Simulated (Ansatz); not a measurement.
# TlIn: the crystal squeezed far

The task here is to estimate one member of a computed series from the others.

Method: DFT, LDA, PAW with Ansatz's default frozen-core files, scalar-relativistic, in Ansatz 0.2.0.

2 further runs of the same task are left out: 2 that didn't finish.

### The system as given

It takes space group R-3m (No. 166, trigonal). Conventional cell: a = 3.413 Å, b = 3.413 Å, c = 16.726 Å, α = 90.00°, β = 90.00°, γ = 120.00°. Around Tl (site symmetry -3m) lie 6 Tl at 3.41 Å and 6 In at 3.41 Å. Around In (site symmetry -3m) lie 6 In at 3.41 Å and 6 Tl at 3.41 Å.

Structure file:

```cif
data_structure
_symmetry_space_group_name_H-M 'P 1'
_symmetry_Int_Tables_number 1
_cell_length_a 5.9134
_cell_length_b 5.9134
_cell_length_c 5.9134
_cell_angle_alpha 33.544
_cell_angle_beta 33.544
_cell_angle_gamma 33.544
_cell_volume 56.24
loop_
_atom_site_label
_atom_site_type_symbol
_atom_site_fract_x
_atom_site_fract_y
_atom_site_fract_z
_atom_site_occupancy
Tl1 Tl 0.50000 0.50000 0.50000 1
In1 In 0.00000 0.00000 0.00000 1
```

Whether this phase is the stable one at these pressures isn't tested.

Atoms are numbered in the order of the input: Tl1, In2.

The first run:

input.yaml

```yaml
crystal:
  lattice:
    - [1.7063952716, 0.9851877694, 5.5754259406]
    - [-1.7063952716, 0.9851877694, 5.5754259406]
    - [0.0, -1.9703755388, 5.5754259406]
  atoms:
    - { symbol: Tl, position: [0.5, 0.5, 0.5] }
    - { symbol: In, position: [0.0, 0.0, 0.0] }
kpoints:
  mp_grid: { grid: [12, 12, 12] }
  band_path:
    path:
      - [0.0, 0.0, 0.0]
      - [0.5, 0.5, 0.5]
      - [0.8125176505, 0.1874823495, 0.5]
      - [0.5, -0.1874823495, 0.1874823495]
      - [0.5, 0.0, 0.0]
      - [0.0, 0.0, 0.0]
      - [0.3437411747, -0.3437411747, 0.0]
      - [0.6562588253, 0.0, 0.3437411747]
      - [0.5, 0.0, 0.5]
    npoints: 6
scf:
  occupations: { method: fermi_dirac, width: 0.05 }
hamiltonian:
  xc: lda
  pseudopotentials: { kind: paw }
output:
  forces: true
  stress: true
  eigenvalues: true
  efg: { contact_densities: true }
  populations: true
```

Run with:

```bash
$ ansatz run input.yaml --threads 1 --pin off --max-ram 2048MiB --backend cpu --events-out ev --progress --plain --runs-dir out
```

Among the steps run: Volume scaled by 1, PAW; Volume scaled by 0.85, PAW; Volume scaled by 0.65, PAW; Volume scaled by 0.4, PAW.

One table of the session follows, with a row left open; its other results are not shown here.

| method | volume over the first | volume (Å³/atom) | pressure (GPa) |
| --- | --- | --- | --- |
| PAW | 1 | 28.119 | -3.09 |
| PAW | 0.85 | ? | ? |
| PAW | 0.65 | 18.277 | 40.68 |
| PAW | 0.4 | 11.248 | 348.78 |

Estimate the missing values for PAW, 0.85.

As computed: volume (Å³/atom): 23.901; pressure (GPa): 4.68. In the column «volume (Å³/atom)» it lies between PAW, 0.65 (18.277) and PAW, 1 (28.119).

Caveats from the session: Warnings in the runs' records: gradients without spin orbit.
